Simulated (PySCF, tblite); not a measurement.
# CH6Cl2GeSi, a small molecule taken as a stand-in for a surface group: NMR shifts, core binding energies and electronic excitations, part 2 of 2

tblite 0.8.0 and PySCF 2.14.0. Atoms count from 0, parts from 1.

### Step 5. Core-electron binding energies: SCAN, X2C

The job: settings as JSON, then the geometry in Å.

```
{"job": {"kind": "xps", "holes": 5}, "charge": 0, "multiplicity": 1}
Ge    -0.235546     0.601768     0.158628
Si     1.947277    -0.274180    -0.204311
Cl    -0.487323     2.222673    -1.265184
Cl    -0.236737     1.489056     2.142304
C     -1.803270    -0.526515     0.023311
H      1.993018    -0.938974    -1.540582
H      2.268936    -1.265230     0.864530
H      2.901598     0.869358    -0.160462
H     -1.873487    -0.941856    -0.992175
H     -2.695987     0.080293     0.230095
H     -1.743121    -1.345586     0.753903
```

Method: delta-SCF UKS SCAN, pcX-2 on the ionised atom, pcseg-1 elsewhere, spin-free X2C.

Standard output:

```text
ground state, core basis on atom 1 (Si), 167 functions
  cycle   1  E = -3348.80672025  |g| = 4.93e-01
  cycle   2  E = -3348.72118972  |g| = 7.15e-01
  cycle   3  E = -3348.87531693  |g| = 7.46e-02
  cycle   4  E = -3348.87687820  |g| = 2.98e-02
  cycle   5  E = -3348.87710780  |g| = 1.15e-02
  cycle   6  E = -3348.87714976  |g| = 1.86e-03
  cycle   7  E = -3348.87714787  |g| = 3.76e-04
  E(ground) = -3349.00786441 Eh
hole in Si 2p of atom 1
  cycle   1  E = -3344.58564860  |g| = 1.23e+00
  cycle   2  E = -3344.30491010  |g| = 1.19e+00
  cycle   3  E = -3344.83889651  |g| = 3.35e-01
  cycle   4  E = -3344.91254038  |g| = 1.32e-01
  cycle   5  E = -3344.92134522  |g| = 5.31e-02
  cycle   6  E = -3344.92310544  |g| = 1.18e-02
  cycle   7  E = -3344.92317357  |g| = 5.43e-03
  cycle   8  E = -3344.92318797  |g| = 1.68e-03
  cycle   9  E = -3344.92319284  |g| = 2.98e-04
  E(ion) = -3345.06402236 Eh   <S^2> = 0.7533   hole on atom = 1.002   binding energy = 107.317 eV
  2p3/2 = 107.095 eV   2p1/2 = 107.718 eV
ground state, core basis on atom 2 (Cl), 167 functions
  cycle   1  E = -3348.97029368  |g| = 4.86e-01
  cycle   2  E = -3348.97043727  |g| = 4.71e-02
  cycle   3  E = -3348.97032046  |g| = 4.03e-02
  cycle   4  E = -3348.97068283  |g| = 1.19e-02
  cycle   5  E = -3348.97072743  |g| = 2.20e-03
  cycle   6  E = -3348.97072488  |g| = 4.81e-04
  E(ground) = -3349.12687361 Eh
hole in Cl 2p of atom 2
  cycle   1  E = -3340.91314456  |g| = 1.71e+00
  cycle   2  E = -3340.88423153  |g| = 1.28e+00
  cycle   3  E = -3341.32363567  |g| = 3.12e-01
  cycle   4  E = -3341.37019308  |g| = 1.87e-01
  cycle   5  E = -3341.39136894  |g| = 5.15e-02
  cycle   6  E = -3341.39294834  |g| = 1.55e-02
  cycle   7  E = -3341.39308464  |g| = 6.21e-03
  cycle   8  E = -3341.39310876  |g| = 1.59e-03
  cycle   9  E = -3341.39310814  |g| = 1.75e-04
  E(ion) = -3341.55776200 Eh   <S^2> = 0.7521   hole on atom = 1.001   binding energy = 205.966 eV
  2p3/2 = 205.381 eV   2p1/2 = 207.035 eV
ground state, core basis on atom 3 (Cl), 167 functions
  cycle   1  E = -3348.97021253  |g| = 4.85e-01
  cycle   2  E = -3348.97033666  |g| = 4.78e-02
  cycle   3  E = -3348.97017725  |g| = 4.27e-02
  cycle   4  E = -3348.97056454  |g| = 1.10e-02
  cycle   5  E = -3348.97060843  |g| = 2.19e-03
  cycle   6  E = -3348.97060920  |g| = 4.23e-04
  E(ground) = -3349.12692262 Eh
hole in Cl 2p of atom 3
  cycle   1  E = -3340.91194666  |g| = 1.71e+00
  cycle   2  E = -3340.87880327  |g| = 1.28e+00
  cycle   3  E = -3341.32150375  |g| = 3.15e-01
  cycle   4  E = -3341.36879997  |g| = 1.88e-01
  cycle   5  E = -3341.39031026  |g| = 5.17e-02
  cycle   6  E = -3341.39190034  |g| = 1.55e-02
  cycle   7  E = -3341.39203850  |g| = 6.19e-03
  cycle   8  E = -3341.39206079  |g| = 1.58e-03
  cycle   9  E = -3341.39206603  |g| = 1.64e-04
  E(ion) = -3341.55713751 Eh   <S^2> = 0.7522   hole on atom = 1.001   binding energy = 205.984 eV
  2p3/2 = 205.396 eV   2p1/2 = 207.050 eV
ground state, core basis on atom 4 (C), 156 functions
  cycle   1  E = -3348.78647573  |g| = 5.74e-02
  cycle   2  E = -3348.78645298  |g| = 1.99e-02
  cycle   3  E = -3348.78645078  |g| = 1.98e-02
  cycle   4  E = -3348.78656681  |g| = 2.55e-03
  cycle   5  E = -3348.78656778  |g| = 2.76e-04
  E(ground) = -3348.95888693 Eh
hole in C 1s of atom 4
  cycle   1  E = -3337.51799132  |g| = 1.51e+00
  cycle   2  E = -3336.73358729  |g| = 1.85e+00
  cycle   3  E = -3338.02616993  |g| = 3.78e-01
  cycle   4  E = -3338.06372366  |g| = 2.42e-01
  cycle   5  E = -3338.09945808  |g| = 5.48e-02
  cycle   6  E = -3338.10097756  |g| = 1.22e-02
  cycle   7  E = -3338.10107545  |g| = 4.41e-03
  cycle   8  E = -3338.10109105  |g| = 9.63e-04
  cycle   9  E = -3338.10109142  |g| = 5.47e-04
  cycle  10  E = -3338.10109313  |g| = 3.10e-04
  E(ion) = -3338.27118426 Eh   <S^2> = 0.7687   hole on atom = 1.000   binding energy = 290.827 eV
```

It took 26 s on 1 thread of Arm Neoverse V1, shared host; peak memory 0.56 GiB.

Binding energies by hole, beside the orbital energy of the ground state; the difference holds orbital relaxation and, for a density functional, its self-interaction error:

```csv
hole,stands for,environment,ΔSCF (eV; 2p as the shell's mean),−ε (eV),⟨S²⟩
Si2p on Si1,Si1,"silicon bonded to Ge, 3 H",107.30,96.8,0.753
Cl2p on Cl2,Cl2,chlorine bonded to Ge,205.93,193.3,0.752
Cl2p on Cl3,Cl3,chlorine bonded to Ge,205.95,193.3,0.752
C1s on C4,C4,"carbon bonded to Ge, 3 H",290.83,274.3,0.769
```

With the spin-orbit splitting: Si1 2p3/2 107.09, 2p1/2 107.72 eV; Cl2 2p3/2 205.38, 2p1/2 207.03 eV; Cl3 2p3/2 205.40, 2p1/2 207.05 eV. The table gives each 2p level as the mean over the whole 2p shell (two parts 2p3/2, one part 2p1/2), which differs a little from the single hole in the log.

### Step 6. Excited states and response: CAM-B3LYP/def2-SVPD

The job, as its differences from that of step 5:

```diff
@@ -1,2 +1,2 @@
-{"job": {"kind": "xps", "holes": 5}, "charge": 0, "multiplicity": 1}
+{"job": {"kind": "uv", "xc": "CAM-B3LYP", "basis": "def2-SVPD", "nstates": 6, "ntriplets": 2, "ip": true}, "charge": 0, "multiplicity": 1}
 Ge    -0.235546     0.601768     0.158628
```

Level: TDDFT CAM-B3LYP/def2-SVPD, vertical, gas phase, core orbitals frozen in the response.

Standard output:

```text
coarse grid: 46472 points
cycle   1  E = -3328.1053328654  dE = -5.042e-01  |g| = 5.886e-01  |ddm| = 3.755e+00
cycle   2  E = -3328.1014986709  dE =  3.834e-03  |g| = 6.679e-01  |ddm| = 1.609e+00
cycle   3  E = -3328.1817315691  dE = -8.023e-02  |g| = 2.995e-02  |ddm| = 8.316e-01
cycle   4  E = -3328.1819545030  dE = -2.229e-04  |g| = 1.747e-02  |ddm| = 8.611e-02
cycle   5  E = -3328.1820347402  dE = -8.024e-05  |g| = 2.791e-03  |ddm| = 3.109e-02
cycle   6  E = -3328.1820372809  dE = -2.541e-06  |g| = 1.291e-03  |ddm| = 7.093e-03
final grid: 91896 points
cycle   7  E = -3328.1820303527  dE = -1.785e-07  |g| = 1.193e-03  |ddm| = 3.527e-03
cycle   8  E = -3328.1820303672  dE = -1.453e-08  |g| = 1.196e-03  |ddm| = 2.877e-03
cycle   9  E = -3328.1820307227  dE = -3.554e-07  |g| = 5.292e-05  |ddm| = 1.345e-03
cycle  10  E = -3328.1820307237  dE = -1.042e-09  |g| = 1.386e-05  |ddm| = 9.757e-05
cycle  11  E = -3328.1820307239  dE = -1.569e-10  |g| = 5.166e-06  |ddm| = 6.410e-05
converged SCF energy = -3328.1820307239

Static polarisability (au): isotropic 101.139, principal 94.903 100.331 108.182

Singlet excitations
state   eV       nm        f      main configurations
  1   6.3346    195.7   0.08632   H->L 0.88
  2   6.6843    185.5   0.01421   H->L+2 0.44, H->L+1 0.41
  3   7.0239    176.5   0.02727   H-1->L 0.74
  4   7.2249    171.6   0.10317   H-2->L 0.69
  5   7.2761    170.4   0.00972   H-3->L 0.79
  6   7.3375    169.0   0.25679   H->L+2 0.39, H->L+1 0.34, H-2->L 0.08

Triplet excitations (Tamm-Dancoff, eV): 5.6955 6.0473
Vertical ionisation energy (delta-SCF) = 10.1781 eV
```

It took 2 min on 1 thread of Arm Neoverse V1, shared host; peak memory 1 GiB.

Frontier orbitals and where they lie:

```csv
orbital,eV,atoms
HOMO−3,-10.58,"Cl3 45 %, Cl2 44 %, Ge0 6 %"
HOMO−2,-10.49,"Cl2 37 %, Cl3 36 %, Ge0 12 %"
HOMO−1,-10.29,"Cl3 48 %, Cl2 48 %"
HOMO,-9.45,"Cl2 21 %, Cl3 20 %, Si1 20 %"
LUMO,0.12,"Ge0 22 %, Cl3 20 %, Si1 20 %"
LUMO+1,0.58,"Si1 26 %, Ge0 22 %, Cl3 12 %"
LUMO+2,0.61,"Si1 25 %, Ge0 23 %, Cl2 14 %"
```

With each of the 6 states as a Gaussian band of 0.4 eV half-width at 1/e, the curve within the window shown has maxima at 193 nm (ε 4,000), 170 nm (ε 15,000) L/(mol cm). Beyond the last state computed it falls off for lack of states. The curve at chosen wavelengths:

```json
{"nm": "162", "ε (L/mol/cm)": "7647"}
{"nm": "164", "ε (L/mol/cm)": "10619"}
{"nm": "166", "ε (L/mol/cm)": "13251"}
{"nm": "168", "ε (L/mol/cm)": "14984"}
{"nm": "170", "ε (L/mol/cm)": "15484"}
{"nm": "173", "ε (L/mol/cm)": "13998"}
{"nm": "175", "ε (L/mol/cm)": "12015"}
{"nm": "177", "ε (L/mol/cm)": "9780"}
{"nm": "179", "ε (L/mol/cm)": "7700"}
{"nm": "181", "ε (L/mol/cm)": "6033"}
{"nm": "183", "ε (L/mol/cm)": "4879"}
{"nm": "185", "ε (L/mol/cm)": "4212"}
{"nm": "187", "ε (L/mol/cm)": "3924"}
{"nm": "190", "ε (L/mol/cm)": "3894"}
{"nm": "192", "ε (L/mol/cm)": "3946"}
{"nm": "194", "ε (L/mol/cm)": "3940"}
{"nm": "196", "ε (L/mol/cm)": "3819"}
{"nm": "198", "ε (L/mol/cm)": "3569"}
{"nm": "200", "ε (L/mol/cm)": "3207"}
{"nm": "202", "ε (L/mol/cm)": "2768"}
{"nm": "204", "ε (L/mol/cm)": "2297"}
{"nm": "207", "ε (L/mol/cm)": "1619"}
{"nm": "209", "ε (L/mol/cm)": "1227"}
{"nm": "211", "ε (L/mol/cm)": "899"}
{"nm": "213", "ε (L/mol/cm)": "638"}
{"nm": "215", "ε (L/mol/cm)": "439"}
```

Further results of this job:

```csv
property,computed
dipole moment (D),3.12
polarisability (Å³),14.99
HOMO–LUMO gap (eV),9.57
−ε(HOMO) (eV),9.45
```

### Step 7. Summary of results

The summary covers parts 1 to 2.

```
                                 quantity                                   value
                              point group                                      C1
     rotational constants (main isotopes)                    1.51, 1.45, 1.12 GHz
   ¹³C shifts against TMS (PBE0/pcSseg-2)                                13.1 ppm
    ¹H shifts against TMS (PBE0/pcSseg-2)  3.91, 3.83, 3.83, 1.27, 0.91, 0.89 ppm
⁷³Ge shifts against GeMe4 (PBE0/pcSseg-2)                                 145 ppm
  ²⁹Si shifts against TMS (PBE0/pcSseg-2)                               -91.6 ppm
  ³⁵Cl shifts against HCl (PBE0/pcSseg-2)                              79, 79 ppm
    surface potential, 1st and 99th percentile                      -0.70 V and 1.46 V
        Cl2p binding energies, SCAN/pcX-2               Cl3 205.95, Cl2 205.93 eV
        Si2p binding energies, SCAN/pcX-2                           Si1 107.30 eV
         C1s binding energies, SCAN/pcX-2                            C4 290.83 eV
     lowest singlet (CAM-B3LYP/def2-SVPD)             6.33 eV (196 nm), f = 0.086
 brightest single state of those computed             state 6, 7.34 eV, f = 0.257
                           lowest triplet                                 5.70 eV
        vertical ionisation energy (ΔSCF)                                10.18 eV
```

In words: Over 7 steps the energy fell by 0.174 eV; of the close pairs, Ge0–C4 changed most, 2.021 to 1.936 Å (PBE0/def2-SVP). By nearest atom (PBE0/pcSseg-2), the HOMO sits on Cl2, Cl3 about 21 % each; Si1 17 % and the LUMO on Ge0 29 %; Cl2, Cl3 about 16 % each. The Cl2p levels computed lie within 0.02 eV of one another, too close to rank. The first singlet state (HOMO→LUMO 0.88) lies at 6.33 eV and is bright; of the 6 states computed, the strongest absorption comes from state 6 at 7.34 eV (the last computed, so partners may be missing). The lowest triplet lies 0.64 eV below the lowest singlet (triplets in Tamm-Dancoff, singlets in full TDDFT). The orbital energy would give 9.45 eV for ionisation, ΔSCF gives 10.18 eV. Spin-orbit coupling is left out, which matters for shieldings and couplings at and beside the heavy atoms. A capped cluster stands for the solid here, so long-range fields and strain are missing, and bands or shifts of the capping hydrogens have no counterpart in it.
